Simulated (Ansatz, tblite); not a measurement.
**SbMe3 (C₃H₉Sb): one state, many levels**

Aim: run the singlet of SbMe3 (C₃H₉Sb) at one geometry on many levels, and compare frontier levels, spin and run time.

Method: as each input shows; program: Ansatz 0.2.0, Gaussian basis.

Plan: GFN1-xTB, GFN2-xTB, PBE-D4/def2-TZVP, r2SCAN-D4/def2-TZVP, ωB97X-V/def2-TZVP, HSE06-D4/def2-TZVP, CAM-B3LYP-D4/def2-TZVP, B3LYP-D4/def2-TZVP, revPBE-D4/def2-TZVP, B97M-V/def2-TZVP, BHLYP-D4/def2-TZVP, PBE-D4/def2-SVP, PBE0-D4/def2-SVP, CCSD(T)/def2-TZVP, RPA/def2-TZVP.

2 further runs of the same task are left out: 2 set aside as unsound or not needed. Runs told in other sessions of the task aren't counted.

## 1. The structure

The singlet was relaxed beforehand with PBE0-D4/def2-SVP.

13 atoms, charge 0, spin multiplicity 1.

Bond lengths: Sb1–C2 2.172 Å, Sb1–C6 2.172 Å, Sb1–C10 2.172 Å, C2–H3 1.100 Å, C2–H4 1.100 Å, C2–H5 1.100 Å, C6–H7 1.100 Å, C6–H8 1.100 Å, C6–H9 1.100 Å, C10–H11 1.100 Å, C10–H12 1.100 Å, C10–H13 1.100 Å. Angles: C2–Sb1–C6 94.3°, C2–Sb1–C10 94.3°, C6–Sb1–C10 94.3°, Sb1–C2–H3 109.8°, Sb1–C2–H4 110.2°, Sb1–C2–H5 109.7°, H3–C2–H4 109.3°, H3–C2–H5 108.5°, H4–C2–H5 109.3°, Sb1–C6–H7 110.2°, Sb1–C6–H8 109.8°, Sb1–C6–H9 109.7°, H7–C6–H8 109.3°, H7–C6–H9 109.3°, H8–C6–H9 108.5°, Sb1–C10–H11 109.7°, Sb1–C10–H12 109.8°, Sb1–C10–H13 110.2° and more.

Geometry (Å):

```xyz
13

Sb    0.0045    0.0010    1.2017
C     1.8397   -0.0099    0.0397
H     2.4455    0.8725    0.2923
H     1.6089    0.0035   -1.0356
H     2.4227   -0.9124    0.2747
C    -0.9111    1.5975    0.0479
H    -0.8061    1.3973   -1.0284
H    -0.4265    2.5551    0.2883
H    -1.9787    1.6736    0.3008
C    -0.9278   -1.5873    0.0501
H    -1.9999   -1.6394    0.2896
H    -0.4661   -2.5523    0.3052
H    -0.8050   -1.3991   -1.0265
```

Sb takes a core potential in the def2 sets. No spin-orbit coupling is included.

PBE0-D4/def2-TZVP was run before; its log isn't repeated, and its numbers join the tables.

## 2. GFN1-xTB

Tight binding, by tblite at 300 K electronic temperature and without a spin-polarisation term:

```python
tblite.interface.Calculator('GFN1-xTB', numbers, positions, charge=0, uhf=0).singlepoint()
```

Energy -372.4038 eV, HOMO -11.07 eV, LUMO -5.05 eV; 0.005 s.

## 3. GFN2-xTB

Tight binding, by tblite at 300 K electronic temperature and without a spin-polarisation term:

```python
tblite.interface.Calculator('GFN2-xTB', numbers, positions, charge=0, uhf=0).singlepoint()
```

Energy -358.9487 eV, HOMO -9.86 eV, LUMO -4.75 eV; 0.003 s.

## 4. PBE-D4/def2-TZVP

start.molden holds the orbitals of an earlier run on this state, given as this run's starting guess.

in.yaml reads:

```yaml
crystal:
  periodic: [false, false, false]
  atoms:
    - {symbol: Sb, position_ang: [0.004490, 0.001005, 1.201746]}
    - {symbol: C, position_ang: [1.839667, -0.009930, 0.039664]}
    - {symbol: H, position_ang: [2.445508, 0.872459, 0.292314]}
    - {symbol: H, position_ang: [1.608927, 0.003507, -1.035607]}
    - {symbol: H, position_ang: [2.422668, -0.912370, 0.274731]}
    - {symbol: C, position_ang: [-0.911102, 1.597491, 0.047950]}
    - {symbol: H, position_ang: [-0.806148, 1.397295, -1.028400]}
    - {symbol: H, position_ang: [-0.426503, 2.555054, 0.288270]}
    - {symbol: H, position_ang: [-1.978706, 1.673581, 0.300840]}
    - {symbol: C, position_ang: [-0.927815, -1.587342, 0.050121]}
    - {symbol: H, position_ang: [-1.999947, -1.639370, 0.289645]}
    - {symbol: H, position_ang: [-0.466056, -2.552321, 0.305214]}
    - {symbol: H, position_ang: [-0.804983, -1.399069, -1.026488]}
basis:
  gaussian: {orbitals: def2-TZVP, initial_orbitals: start.molden}
hamiltonian: {xc: pbe, dispersion: d4}
scf: {omitted_lower_state_checks: [starts]}
output: {orbitals: {seedname: orbitals}}
```

Started as:

```bash
> ansatz run in.yaml --threads 4 --pin off --events-out ev --progress --plain --max-ram 3916MiB
```

Further steps of the session: r2SCAN-D4/def2-TZVP; ωB97X-V/def2-TZVP; HSE06-D4/def2-TZVP; CAM-B3LYP-D4/def2-TZVP; B3LYP-D4/def2-TZVP; revPBE-D4/def2-TZVP; B97M-V/def2-TZVP; BHLYP-D4/def2-TZVP; PBE-D4/def2-SVP; PBE0-D4/def2-SVP; CCSD(T)/def2-TZVP; RPA/def2-TZVP.

Before running them: what should the planned runs give, taken together? Wanted: gap in def2-TZVP, named functionals, smallest and largest; correlation energy, CCSD(T)/def2-TZVP; binding an atom, CCSD(T)/def2-TZVP; PBE0 total energy, smallest basis above largest.

**Answer**, as computed:

| quantity | value |
| --- | --- |
| gap in def2-TZVP, named functionals, smallest and largest | 4.96 eV (PBE-D4), 10.64 eV (ωB97X-V) |
| correlation energy, CCSD(T)/def2-TZVP | -25.79 eV |
| binding an atom, CCSD(T)/def2-TZVP | 3.519 eV |
| PBE0 total energy, smallest basis above largest | 3.90 eV (def2-SVP, def2-TZVP) |

In words: Orbital gaps of the named functionals in def2-TZVP span 4.96 eV (PBE-D4) to 10.64 eV (ωB97X-V); exact exchange widens it. The functionals in def2-TZVP miss CCSD(T)/def2-TZVP by +0.056 (BHLYP-D4) to +0.177 eV (PBE-D4) an atom. The reference is CCSD(T) in one finite basis, so it carries an error of its own, often a tenth of an eV or more, and near misses can't be ranked.
